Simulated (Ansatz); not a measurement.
**RuS (zincblende): the equilibrium volume**

Aim: the volume at which the pressure of RuS (zincblende) vanishes. This structure was made by substitution into a known type, so it needn't be the compound's stable form.

Program: Ansatz 0.2.0. Level of theory: DFT PBE, scalar-relativistic, plane waves, PAW. These are calculated values, not measurements.

## (1) The starting structure

It takes space group F-43m (No. 216, cubic). The conventional cell has a = 5.492 Å, b = 5.492 Å, c = 5.492 Å, α = 90.00°, β = 90.00°, γ = 90.00°. Around Ru (site symmetry -43m) lie 4 S at 2.38 Å. S (site symmetry -43m) has 4 Ru at 2.38 Å as nearest neighbours.

Structure file:

```xyz
2
Lattice="0.0000 2.7461 2.7461 2.7461 0.0000 2.7461 2.7461 2.7461 0.0000" Properties=species:S:1:pos:R:3 pbc="T T T"
Ru    0.0000    0.0000    0.0000
S     1.3731    1.3731    1.3731
```

## (2) The first run

input.yaml reads:

```yaml
crystal:
  lattice:
    - [0.0, 2.7461088204, 2.7461088204]
    - [2.7461088204, 0.0, 2.7461088204]
    - [2.7461088204, 2.7461088204, 0.0]
  atoms:
    - { symbol: Ru, position: [0.0, 0.0, 0.0] }
    - { symbol: S, position: [0.25, 0.25, 0.25] }
basis:
  ecutwfc: 420
  ecutrho_ratio: 4
kpoints:
  mp_grid: { grid: [10, 10, 10] }
hamiltonian:
  xc: pbe
scf:
  occupations: { method: gaussian, width: 0.05 }
output:
  forces: true
  stress: true
  eigenvalues: true
```

Launch:

```bash
ansatz run input.yaml --threads 4 --pin off --max-ram 9216MiB --backend cpu --events-out ev --progress --plain --runs-dir out
```

After this run come: Next volume: 18.638 Å³/atom; A step to a new volume; A step to a new volume.

Q: Predict the outcome of this session. Wanted: volume; pressure; conventional cell; gap on the mesh.

As calculated:

| quantity | value |
| --- | --- |
| volume | 17.587 Å³/atom |
| pressure | -0.01 GPa |
| conventional cell | a = 5.201 Å, b = 5.201 Å, c = 5.201 Å, α = 90.00°, β = 90.00°, γ = 90.00° |
| gap on the mesh | none (metal) |

**Reading.** Over the 4 runs shown the cell moved from 20.71 to 17.59 Å³/atom, a change of -15.1 %, where the pressure is zero within 0.01 GPa.
